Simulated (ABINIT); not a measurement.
TbO:

```xyz
2
Lattice="2.7838 0.0000 0.0000 0.0000 2.7838 0.0000 0.0000 0.0000 2.7838" Properties=species:S:1:pos:R:3 pbc="T T T"
Tb    0.0000    0.0000    0.0000
O     1.3919    1.3919    1.3919
```

The cell comes from a database or a generator and needn't be the stable form of this composition.

Base run:

- Program: ABINIT 10.8.3 (patched build)
- Functional: PBEsol
- Potentials or basis: JTH PAW PBE v2.0
- Cutoff: 680 eV
- k mesh: 7 × 7 × 7
- Occupations: gaussian, width 0.05 eV
- Spin: collinear spin, ferromagnetic start
- Starting moments: [6.0, 0.0] μB
- Hubbard terms: Tb f U = 3 eV

Its results: band gap on the k mesh none (metal or under the smearing width); pressure 44.0 GPa; net moment 6.07 μB per cell; site moments Tb +5.99; O +0.01 μB.

**Question.** The run is repeated on the same cell with these changes: functional from PBEsol to PBE. What comes out?

**Answer.** Band gap on the k mesh none (metal or under the smearing width); pressure 54.9 GPa; net moment 6.03 μB per cell; site moments Tb +5.96; O +0.01 μB.

PBE binds less tightly than PBEsol, so the same cell stands under more pressure.

Caveats: the magnetic or orbital state may not be the lowest; a pressure of tens of GPa on the cell as given is suspect, and the run, the potentials or the cell itself is likely at fault; spin-orbit coupling is left out, which moves the levels of the heavy elements; the PAW data sets were made with another functional, which shifts forces and pressure a little (some runs).
